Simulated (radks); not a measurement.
**Tm in [Xe] 4f13 6s2: an all-electron calculation**

One table from this session's results is given with a row withheld; the runs are named, their logs left out.

Program: radks (a radial shooting solver on a logarithmic mesh, Libxc functionals) version 1. Level of theory: scalar-relativistic Kohn-Sham, r2SCAN, spin-unpolarised, spherical densities, finite nucleus. These are calculated values, not measurements, unless marked.

## Starting point

- element: thulium (Z = 69)
- charge: 0
- electrons: 69
- configuration: [Xe] 4f13 6s2
- nuclear rms radius: 5.2256 fm

Outer shells as boxes (Hund's rule):

Tm
```
[Xe] core
4f [↑↓][↑↓][↑↓][↑↓][↑↓][↑↓][↑ ]
6s [↑↓]
```

Set-up of the first run:

The run's settings:

```text
Z 69
configuration [Xe] 4f13 6s2 5d0 6p0
relativity scalar-relativistic
functional r2scan,r2scan
spin unpolarised
nucleus finite rms 5.2256 fm
c 137.035999084
```

One table of the session follows, with a row left open; its other results are not shown here.

It belongs to the step «Shells». From the orbitals of this run (lengths in bohr):

| level | <r> | outermost maximum (interpolated) | 90 % within | nodes |
| --- | --- | --- | --- | --- |
| 1s | 0.02001 | 0.0126 | 0.0363 | 0 |
| 2s | 0.08486 | 0.0719 | 0.131 | 1 |
| 2p | ? | ? | ? | ? |
| 3s | 0.2207 | 0.203 | 0.323 | 2 |
| 3p | 0.2201 | 0.200 | 0.329 | 1 |
| 3d | 0.1999 | 0.163 | 0.311 | 0 |
| 4s | 0.4981 | 0.464 | 0.715 | 3 |
| 4p | 0.5284 | 0.486 | 0.768 | 2 |
| 4d | 0.5719 | 0.501 | 0.860 | 1 |
| 5s | 1.233 | 1.09 | 1.79 | 4 |
| 5p | 1.468 | 1.25 | 2.17 | 3 |
| 6s | 4.028 | 3.39 | 5.98 | 5 |
| 4f | 0.8077 | 0.497 | 1.42 | 0 |
| 6p | 5.291 | 4.50 | 7.80 | 4 |
| 5d | 3.488 | 2.06 | 5.99 | 2 |

Q: Estimate the row for 2p from the others.

**Answer.** <r>: 0.07542; outermost maximum (interpolated): 0.0585; 90 % within: 0.123; nodes: 0. In the column «<r>» it lies between 1s (0.02001) and 2s (0.08486).

Caveats from the session: Spin polarisation and multiplet splitting are left out.
